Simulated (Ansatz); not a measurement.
I need a frozen displacement of one atom of CuPd, space group Pm-3m. Use the Python package of Ansatz (0.2.0). Level of theory (first run): PBEsol, PAW, the default cutoff (420 eV here), 5×5×5 k-points, Gaussian smearing of 0.1 eV.

```
CELL_PARAMETERS angstrom
2.98800 0.00000 0.00000
0.00000 2.98800 0.00000
0.00000 0.00000 2.98800
ATOMIC_POSITIONS crystal
Cu 0.00000 0.00000 0.00000
Pd 0.50000 0.50000 0.50000
```

The script, `push_cupd.py`:
```python
"""Energy and force of CuPd as one atom is pushed off its site."""

import logging
import sys

import ansatz as az
import numpy as np

logging.basicConfig(stream=sys.stdout, format="%(levelname)s:%(name)s:%(message)s")
log = logging.getLogger("ansatz_job")
log.setLevel(logging.INFO)

TOLERANCE = 1e-06
MAX_ITERATIONS = 80
FILLING = "gaussian"
SIGMA = 0.1
XC = "pbesol"
KGRID = (5, 5, 5)

cell = (
    az.Lattice.of((2.988, 0.0, 0.0), (0.0, 2.988, 0.0), (0.0, 0.0, 2.988))
    .atom("Cu", (0.0, 0.0, 0.0))
    .atom("Pd", (0.5, 0.5, 0.5))
)

inverse = np.linalg.inv(np.array(cell.lattice.vectors))
home = np.array(cell.sites[0].position)
values = np.linspace(-0.1, 0.1, 5)
energies, pulls = [], []
for shift in values:
    moved = cell.move(0, to=home + shift * inverse[2])
    calc = moved.calculation()
    calc = calc.scf(tolerance=TOLERANCE, max_iterations=MAX_ITERATIONS)
    calc = calc.occupations(FILLING, width=SIGMA).functional(XC)
    calc = calc.kpoints(*KGRID).forces()
    summary = calc.run(threads=1, pin="off").report
    energies.append(summary["free_energy_ev"])
    pulls.append(summary["forces_ev_ang"][0][2])

# the force is minus the slope of the free energy
log.info("shift (A)   dE (eV)   force along z (eV/A)")
for shift, e, f in zip(values, energies, pulls):
    log.info(f"{shift:8.3f} {e - energies[2]:10.5f} {f:12.4f}")
log.info(f"stiffness from energies {2 * np.polyfit(values, energies, 2)[0]:.3f}, from forces {-np.polyfit(values, pulls, 1)[0]:.3f} eV/A^2")
```

Running `python push_cupd.py` prints:
```text
DeckWarning: basis.ecutwfc = 420 eV, auto-derived from the records' recommended cutoffs: set by Cu (normal level)
DeckWarning: scf.convergence.dr2_threshold = 1e-6 eV is looser than this run's default, which is 1e-7 eV or tighter. The error in the forces grows as the threshold's square root, so leave the key out unless less accurate forces are enough
INFO:ansatz_job:shift (A)   dE (eV)   force along z (eV/A)
INFO:ansatz_job:  -0.100    0.03126       0.6227
INFO:ansatz_job:  -0.050    0.00784       0.3133
INFO:ansatz_job:   0.000    0.00000       0.0000
INFO:ansatz_job:   0.050    0.00784      -0.3133
INFO:ansatz_job:   0.100    0.03126      -0.6227
INFO:ansatz_job:stiffness from energies 6.250, from forces 6.235 eV/A^2
```
(Warnings from the package without file and line.)

The curvature of the energy gives 6.250 eV/Å² and the slope of the force 6.235 eV/Å², a positive curvature.

Reading the output:
- The settings weren't tested for convergence.
- For a metal this k-point mesh is coarse: on a finer one energies can move by several to tens of meV an atom and pressures by half a GPa or more, differences at one mesh by less.
- In a metal a curvature from energy changes of a few meV or less hangs on mesh and smearing, in size and even in sign.
- The starting cell is as deposited in a crystallographic database; the results hold for this polymorph, which needn't be the stable one.
- All periodic images of the atom move with it, so the curvature is one diagonal element of the zone-centre force constants and no normal mode; a positive value doesn't exclude soft modes in which several atoms move.
- It ran for 5 s on 1 thread of Arm Neoverse V2 (shared host), peak memory 0.35 GiB.
